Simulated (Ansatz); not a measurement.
# LaPt2B2C: the cost of one run

All numbers below are computed with Ansatz 0.2.0 (DFT PBEsol, scalar-relativistic, plane waves, PAW).

1 further run of the same task is left out (set aside as unsound or not needed). Runs told in other sessions of the task aren't counted.

### Step 1. The system as given

The cell holds 30 atoms (C5B10La5Pt10): a = 8.107 Å, b = 8.107 Å, c = 8.107 Å, α = 97.38°, β = 115.83°, γ = 115.83°.

Coordinates:

```xyz
30
Lattice="1.9257 -5.7771 -5.3517 5.7771 1.9257 5.3517 -5.7771 -1.9257 5.3517" Properties=species:S:1:pos:R:3 pbc="T T T"
B     0.0037   -3.7772    3.8513
B     3.8514   -3.8514    3.8648
B     3.8514    0.0000    3.8648
B     1.9257   -5.7771   -1.4868
B    -3.8514   -3.8514    3.8648
B     5.7836   -1.9479    1.5366
B    -1.9257   -5.7771    1.4868
B    -1.9257   -1.9257    1.4868
B     0.0000    0.0000    6.8385
B     1.9257   -1.9257    1.4868
Pt    0.0088   -3.8480    5.3452
C    -1.9257   -5.7771    0.0000
C     3.8514    0.0000    5.3517
C     1.9257   -5.7771    0.0000
C     1.9257   -1.9257    0.0000
La    0.0000   -3.8514    0.0000
La    3.8514   -3.8514    0.0000
La   -1.9257   -1.9257    5.3517
La    0.0000    0.0000    0.0000
La    1.9257   -1.9257    5.3517
Pt    0.0000   -1.9257    2.6758
Pt    3.8514   -1.9257    2.6758
Pt    0.0000   -5.7771    2.6758
Pt    1.9257   -3.8514   -2.6758
C     1.9623    0.0002    8.0453
Pt    1.9257   -3.8514    2.6758
Pt    0.0000   -5.7771   -2.6758
Pt    0.0000   -1.9257    8.0275
Pt    1.9257    0.0000    2.6758
Pt   -1.9257   -3.8514    2.6758
```

The host was relaxed before at PBEsol: a = 3.851 Å, b = 3.851 Å, c = 10.703 Å, α = 90.00°, β = 90.00°, γ = 90.00° (conventional cell), 13.230 Å³/atom.

Places, in fractions of the supercell: Pt in place of C at (0.600, 0.700, 0.900); C in place of Pt at (0.100, 0.950, 0.650). Its neighbours start displaced at random, with a spread of 0.03 Å in each coordinate.

### Step 2. The perfect crystal in the supercell of 30 atoms

input.yaml reads:

```yaml
crystal:
  lattice:
    - [1.9256847286, -5.7770541857, -5.3516598988]
    - [5.7770541857, 1.9256847286, 5.3516598988]
    - [-5.7770541857, -1.9256847286, 5.3516598988]
  atoms:
    - { symbol: B, position: [0.6, 0.5610853924, 0.7610853924] }
    - { symbol: B, position: [0.8, 0.9610853924, 0.5610853924] }
    - { symbol: B, position: [0.2, 0.7610853924, 0.1610853924] }
    - { symbol: B, position: [1.0, 0.3610853924, 0.3610853924] }
    - { symbol: B, position: [0.4, 0.1610853924, 0.9610853924] }
    - { symbol: B, position: [0.6, 0.8389146076, 0.0389146076] }
    - { symbol: B, position: [0.8, 0.2389146076, 0.8389146076] }
    - { symbol: B, position: [0.2, 0.0389146076, 0.4389146076] }
    - { symbol: B, position: [0.0, 0.6389146076, 0.6389146076] }
    - { symbol: B, position: [0.4, 0.4389146076, 0.2389146076] }
    - { symbol: C, position: [0.6, 0.7, 0.9] }
    - { symbol: C, position: [0.8, 0.1, 0.7] }
    - { symbol: C, position: [0.2, 0.9, 0.3] }
    - { symbol: C, position: [1.0, 0.5, 0.5] }
    - { symbol: C, position: [0.4, 0.3, 0.1] }
    - { symbol: La, position: [0.6, 0.2, 0.4] }
    - { symbol: La, position: [0.8, 0.6, 0.2] }
    - { symbol: La, position: [0.2, 0.4, 0.8] }
    - { symbol: La, position: [0.0, 0.0, 0.0] }
    - { symbol: La, position: [0.4, 0.8, 0.6] }
    - { symbol: Pt, position: [0.3, 0.35, 0.45] }
    - { symbol: Pt, position: [0.5, 0.75, 0.25] }
    - { symbol: Pt, position: [0.9, 0.55, 0.85] }
    - { symbol: Pt, position: [0.7, 0.15, 0.05] }
    - { symbol: Pt, position: [0.1, 0.95, 0.65] }
    - { symbol: Pt, position: [0.7, 0.65, 0.55] }
    - { symbol: Pt, position: [0.9, 0.05, 0.35] }
    - { symbol: Pt, position: [0.3, 0.85, 0.95] }
    - { symbol: Pt, position: [0.1, 0.45, 0.15] }
    - { symbol: Pt, position: [0.5, 0.25, 0.75] }
basis:
  ecutwfc: 420
  xc_grid: 2
kpoints:
  mp_grid: { grid: [4, 4, 4], shift: [0.5, 0.5, 0.5] }
hamiltonian:
  xc: pbesol
scf:
  occupations: { method: gaussian, width: 0.05 }
output:
  forces: true
  stress: true
  eigenvalues: true
```

Launch:

```bash
$ ansatz run input.yaml --threads 8 --pin off --max-ram 14336MiB --backend cpu --events-out ev --progress --plain --runs-dir out
```

**Question.** How long does this run take on 8 threads of AMD EPYC 9R45 (Zen 5), shared host, and how much memory does it need?

About 3.2 s, with a peak of 3.2 GiB.
